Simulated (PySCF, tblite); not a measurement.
**CH₉FGeOSi₂, a small molecule taken as a stand-in for a surface group (Si site with back bonds C[SiH3], O[GeH3], F): NMR shifts, core binding energies and electronic excitations**

Wanted: the NMR shifts, core binding energies and electronic excitations for `F[SiH](C[SiH3])[O][GeH3]`.

Programs: tblite 0.8.0 and PySCF 2.14.0. All values are calculated, for the isolated system unless a continuum is named. Atoms count from 0, parts from 1.

## Step 1: Starting point

15 atoms, charge 0, multiplicity 1; geometry: distance geometry start.

## Step 2: Geometry optimisation with GFN2-xTB

What the job is given:

```
{"job": {"kind": "relax", "xc": "GFN2-xTB", "basis": "xTB"}, "charge": 0, "multiplicity": 1}
Si     0.278140    -0.966865    -0.447101
C     -0.939798    -0.133780     0.685215
Si    -2.516249     0.346210    -0.099163
O      1.134993     0.139654    -1.443053
Ge     2.641393     0.645535    -0.609564
F     -0.515064    -2.040169    -1.484575
H      1.239080    -1.754366     0.364173
H     -0.473420     0.786525     1.118561
H     -1.141517    -0.851577     1.502207
H     -2.432555     1.724302    -0.492006
H     -3.627711     0.248122     0.901524
H     -2.792365    -0.559780    -1.256530
H      2.836195     2.151797    -0.871113
H      3.781921    -0.234604    -1.181733
H      2.508172     0.445893     0.923226
```

Level: GFN2-xTB geometry optimisation, gas phase.

Run with:

```sh
$ OMP_NUM_THREADS=1 python cluster_run.py task.json out
```

One launch serves the whole session: the jobs run in the order shown.

**Question.** The jobs that follow are: PBE0-D3(BJ)/def2-SVP geometry optimisation, gas phase; GIAO PBE0/pcSseg-1 NMR shielding, non-relativistic, gas phase; delta-SCF UKS SCAN, pcX-2 on the ionised atom, pcseg-1 elsewhere, spin-free X2C; TDDFT CAM-B3LYP/def2-SVPD, vertical, gas phase, core orbitals frozen in the response. Predict: point group; rotational constants (main isotopes); $^{13}$C shifts against TMS (PBE0/pcSseg-1); $^{1}$H shifts against TMS (PBE0/pcSseg-1); $^{29}$Si shifts against TMS (PBE0/pcSseg-1); $^{17}$O shifts against H2O (PBE0/pcSseg-1); $^{73}$Ge shifts against GeMe4 (PBE0/pcSseg-1); $^{19}$F shifts against CFCl3 (PBE0/pcSseg-1); potential on the surface of density 0.002 e/bohr³, 1st and 99th percentile; Si2p binding energies, SCAN/pcX-2; C1s binding energies, SCAN/pcX-2; O1s binding energies, SCAN/pcX-2; F1s binding energies, SCAN/pcX-2; lowest singlet (CAM-B3LYP/def2-SVPD); brightest single state of those computed; lowest triplet; vertical ionisation energy (ΔSCF).

The runs gave:

```
                                                                  quantity                                                       value
                                                               point group                                                          C1
                                      rotational constants (main isotopes)                                        1.86, 0.88, 0.69 GHz
                               $^{13}$C shifts against TMS (PBE0/pcSseg-1)                                                    -4.3 ppm
                                $^{1}$H shifts against TMS (PBE0/pcSseg-1)  5.44, 5.25, 5.23, 5.07, 4.13, 4.08, 4.04, -0.10, -0.16 ppm
                              $^{29}$Si shifts against TMS (PBE0/pcSseg-1)                                            -12.0, -72.7 ppm
                               $^{17}$O shifts against H2O (PBE0/pcSseg-1)                                                    39.0 ppm
                            $^{73}$Ge shifts against GeMe4 (PBE0/pcSseg-1)                                                     -80 ppm
                             $^{19}$F shifts against CFCl3 (PBE0/pcSseg-1)                                                  -150.0 ppm
potential on the surface of density 0.002 e/bohr³, 1st and 99th percentile                                          -1.15 V and 1.33 V
                                         Si2p binding energies, SCAN/pcX-2                                   Si0 108.13, Si2 107.00 eV
                                          C1s binding energies, SCAN/pcX-2                                                C1 290.09 eV
                                          O1s binding energies, SCAN/pcX-2                                                O3 537.55 eV
                                          F1s binding energies, SCAN/pcX-2                                                F5 691.97 eV
                                      lowest singlet (CAM-B3LYP/def2-SVPD)                                 7.29 eV (170 nm), f = 0.004
                                  brightest single state of those computed                                 state 4, 8.19 eV, f = 0.059
                                                            lowest triplet                                                     6.91 eV
                                         vertical ionisation energy (ΔSCF)                                                    10.48 eV
```

The start of the PBE0/def2-SVP relaxation was shaken at random by about 0.01 Å, so part of the energy gained, and of the first lengths quoted, undoes that. Relaxing lowered the energy by 0.276 eV in 9 steps; the close pair that moved most is O3–Ge4, from 1.723 to 1.785 Å (PBE0/def2-SVP). Hydrogens of an XH3 group are listed apart at this fixed geometry; free rotation makes them one line at their mean. At PBE0/pcSseg-1: The largest span, 317 ppm, is at Ge4, where the paramagnetic term is -1346 ppm. At SCAN/pcX-2: The Si2p levels kept as sound span 1.13 eV, from Si2 (silicon bonded to C, 3 H) up to Si0 (silicon bonded to C, F, O, H). The first singlet state (HOMO→LUMO 0.70, HOMO−1→LUMO 0.08) lies at 7.29 eV and is weak; of the 6 states computed, the strongest absorption comes from state 4 at 8.19 eV. The lowest triplet lies 0.38 eV below the lowest singlet (triplets in Tamm-Dancoff, singlets in full TDDFT). ΔSCF puts the ionisation energy at 10.48 eV, 0.69 eV above −ε(HOMO). Spin-orbit coupling is left out, which matters for shieldings and couplings at and beside the heavy atoms. A capped cluster stands for the solid here, so long-range fields and strain are missing, and bands or shifts of the capping hydrogens have no counterpart in it.
